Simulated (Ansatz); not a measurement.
# CH6AlAs: up Jacob's ladder to CCSD(T)

One table from this session's results is given with a row withheld; the runs are named, their logs left out.

Method: functionals in def2-TZVPP, the program's frozen cores in correlated methods; program: Ansatz 0.2.0, Gaussian basis.

Levels to be run: LDA (SPW92), PBE-D4, revPBE-D4, BLYP-D4, r2SCAN-D4, B97M-V, PBE0-D4, B3LYP-D4, r2SCANh-D4, r2SCAN0-D4, HSE06-D4, BHLYP-D4, CAM-B3LYP-D4, LC-ωPBE, ωB97X-V, ωB97M-V, B2PLYP, PBE-QIDH; CCSD(T)/def2-SVP; CCSD(T)/def2-TZVPP; MP2/def2-QZVPP; extrapolation to the limit; RPA on PBE.

## The relaxed structure

An earlier PBE0-D4 in a triple-zeta def2 set relaxation fixed the geometry.

SMILES `C[AsH][AlH2]`, 9 atoms, charge 0, spin multiplicity 1.

Atoms are counted from 1 here; the program's logs count them from 0.

Bond lengths: C1–As2 1.985 Å, C1–H4 1.090 Å, C1–H5 1.090 Å, C1–H6 1.088 Å, As2–Al3 2.423 Å, As2–H7 1.524 Å, Al3–H8 1.588 Å, Al3–H9 1.590 Å. Angles: As2–C1–H4 108.3°, As2–C1–H5 107.9°, As2–C1–H6 113.4°, H4–C1–H5 108.6°, H4–C1–H6 109.5°, H5–C1–H6 109.1°, C1–As2–Al3 99.6°, C1–As2–H7 98.0°, Al3–As2–H7 91.7°, As2–Al3–H8 119.6°, As2–Al3–H9 120.0°, H8–Al3–H9 120.2°.

Set-up of the first run:

in.yaml

```yaml
crystal:
  periodic: [false, false, false]
  atoms:
    - {symbol: C, position_ang: [-0.475956, 1.159735, -0.848841]}
    - {symbol: As, position_ang: [0.508206, -0.554840, -1.021875]}
    - {symbol: Al, position_ang: [0.155295, -1.450075, 1.201594]}
    - {symbol: H, position_ang: [-0.278343, 1.758241, -1.737654]}
    - {symbol: H, position_ang: [-1.541235, 0.931503, -0.812604]}
    - {symbol: H, position_ang: [-0.203045, 1.727239, 0.038092]}
    - {symbol: H, position_ang: [1.894063, -0.044045, -0.644904]}
    - {symbol: H, position_ang: [1.212897, -2.461869, 1.818096]}
    - {symbol: H, position_ang: [-1.183383, -1.111991, 1.990999]}
basis:
  gaussian: {orbitals: def2-TZVPP}
hamiltonian: {xc: lda}
output: {orbitals: {seedname: orbitals}}
```

Among the steps run: LDA; PBE-D4 (GGA); revPBE-D4 (GGA); BLYP-D4 (GGA); r2SCAN-D4 (meta-GGA); B97M-V (meta-GGA); PBE0-D4 (hybrid); B3LYP-D4 (hybrid); r2SCANh-D4 (hybrid); r2SCAN0-D4 (hybrid); HSE06-D4 (hybrid); BHLYP-D4 (hybrid); CAM-B3LYP-D4 (range-separated); LC-ωPBE (range-separated); ωB97X-V (range-separated); ωB97M-V (range-separated); B2PLYP (double hybrid); PBE-QIDH (double hybrid).

One table of the session follows, with a row left open; its other results are not shown here.

It belongs to the step «Orbital energies across the functionals». 

| functional | HOMO (eV) | LUMO (eV) | gap (eV) |
| --- | --- | --- | --- |
| LDA (SPW92) | -5.76 | -2.64 | 3.12 |
| PBE-D4 | -5.64 | -2.41 | 3.23 |
| revPBE-D4 | -5.59 | -2.31 | 3.28 |
| BLYP-D4 | -5.48 | -2.28 | 3.19 |
| r2SCAN-D4 | -5.86 | -2.14 | 3.72 |
| B97M-V | -5.92 | -2.32 | 3.60 |
| PBE0-D4 | -6.64 | -1.68 | 4.96 |
| B3LYP-D4 | -6.43 | -1.86 | 4.57 |
| r2SCANh-D4 | -6.23 | -1.89 | 4.34 |
| r2SCAN0-D4 | ? | ? | ? |
| HSE06-D4 | -6.25 | -2.04 | 4.21 |
| BHLYP-D4 | -7.50 | -0.91 | 6.59 |
| CAM-B3LYP-D4 | -7.84 | -0.75 | 7.08 |
| LC-ωPBE | -9.12 | 0.30 | 9.42 |
| ωB97X-V | -8.80 | 0.19 | 8.99 |
| ωB97M-V | -8.65 | -0.07 | 8.58 |

**Question.** Estimate the row for r2SCAN0-D4.

Worked estimate for «HOMO (eV)». Against the share of exact exchange, r2SCAN-D4 (0, -5.86), r2SCANh-D4 (0.1, -6.23) give a slope of -3.70 per unit share; at 0.25 the line stands at -6.78.

**Answer.** HOMO (eV): -6.78; LUMO (eV): -1.52; gap (eV): 5.27. In «HOMO (eV)» the line misses by 0.00.
